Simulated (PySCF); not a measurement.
# Accurate constants of AsN, step by step

Aim: bond length, wavenumber and bond energy of AsN near the limit of CCSD(T), built from two basis sets and any small corrections listed.

Method: CCSD(T) on RHF, scalar-relativistic core potentials; program: PySCF 2.14.0.

## Step 1: The job

* molecule: AsN
* state: singlet, unpaired electrons none
* smaller basis: As cc-pwCVDZ-PP with ECP10, N aug-cc-pVDZ
* larger basis: As cc-pwCVTZ-PP with ECP10, N aug-cc-pVTZ
* frozen core orbitals: 5
* extrapolation: correlation as n⁻³ (n = 2, 3), Hartree–Fock as (n+1)·exp(−9√n)
* corrections: core–valence correlation
* distances (Å): 1.4160, 1.4804, 1.5448, 1.6091, 1.6735, 1.7540, 1.8344
* masses (u): 74.9216, 14.0031
* dissociation limit: As + N

Started as:

```console
OMP_NUM_THREADS=4 python comp.py task.json out
```

## Step 2: The runs

What does the calculation give? Wanted: for each run, Re; ωe; ωexe; αe; De.

As calculated:

| level | Re (Å) | ωe (cm⁻¹) | ωexe (cm⁻¹) | αe (cm⁻¹) | De (eV) |
| --- | --- | --- | --- | --- | --- |
| CCSD(T), smaller basis | 1.6316 | 1037.3 | 5.45 | 0.00368 | 4.271 |
| CCSD(T), larger basis | 1.6209 | 1067.9 | 5.06 | 0.00349 | 4.740 |
| HF/CBS | 1.5642 | 1307.0 | 3.74 | 0.00264 | 0.130 |
| MP2/CBS | 1.6497 | 916.3 | 8.54 | 0.00507 | 5.584 |
| CCSD/CBS | 1.6008 | 1142.5 | 4.42 | 0.00315 | 4.300 |
| CCSD(T)/CBS | 1.6181 | 1076.1 | 4.96 | 0.00344 | 4.904 |
| CCSD(T)/CBS+CV | 1.6169 | 1078.1 | 4.95 | 0.00344 | 4.912 |

**Reading.** The last step gives Re = 1.6169 Å, ωe = 1078.1 cm⁻¹ and De = 4.912 eV; the smaller basis alone is off from it by +14.7 mÅ and -0.64 eV. Near the minimum the mean field binds by 0.06 eV and correlation adds 4.84 eV of binding. T1 is 0.017. Spin–orbit coupling and excitations beyond (T) are left out.
